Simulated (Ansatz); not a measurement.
# PtS2: a relaxation

Wanted: a converged relaxation for PtS2, and a check of what comes out. The structure is shown as the input types it.

Method: DFT, LDA, PAW with Ansatz's default frozen-core files, scalar-relativistic; relaxation of cell and atoms, in Ansatz 0.2.0.

## 1. The starting structure

Symmetry: P-3m1, No. 164, trigonal system. The conventional cell has a = 3.543 Å, b = 3.543 Å, c = 5.039 Å, α = 90.00°, β = 90.00°, γ = 120.00°. Pt (site symmetry -3m) has 6 S at 2.34 Å as nearest neighbours. S (site symmetry 3m) has 3 Pt at 2.34 Å as nearest neighbours.

As a file:

```
CELL_PARAMETERS angstrom
3.54320 0.00000 0.00000
-1.77160 3.06850 0.00000
0.00000 0.00000 5.03880
ATOMIC_POSITIONS crystal
Pt 0.00000 0.00000 0.00000
S 0.33333 0.66667 0.22700
S 0.66667 0.33333 0.77300
```

## 2. The calculation

Contents of input.yaml:

```yaml
crystal:
  lattice:
    - [3.5432, 0.0, 0.0]
    - [-1.7716, 3.06850121069, 0.0]
    - [0.0, 0.0, 5.0388]
  atoms:
    - { symbol: Pt, position: [0.0, 0.0, 0.0] }
    - { symbol: S, position: [0.333333333333, 0.666666666667, 0.227] }
    - { symbol: S, position: [0.666666666667, 0.333333333333, 0.773] }
kpoints:
  mp_grid: { grid: [0, 12, 8] }
scf:
  occupations: { method: fermi_dirac, width: 0.05 }
  max_iter: 50
hamiltonian:
  xc: lda
  pseudopotentials: { kind: paw }
relax:
  f_tol: 0.002
  max_steps: 80
  cell: {}
output:
  forces: true
  stress: true
```

Started as:

```
ansatz run input.yaml --threads 1 --pin off --max-ram 3072MiB --backend cpu --events-out ev --progress --plain --runs-dir out
```

What happens when this is run?

The run ended at the input check. The line that matters: «invalid value for `kpoints.mp_grid.grid`: each dimension must be in 1..=255»

The suspect setting: kpoints.mp_grid.grid is [0, 12, 8]. The mesh can't be built from what was typed.

What to do: set kpoints.mp_grid.grid to [12, 12, 8].
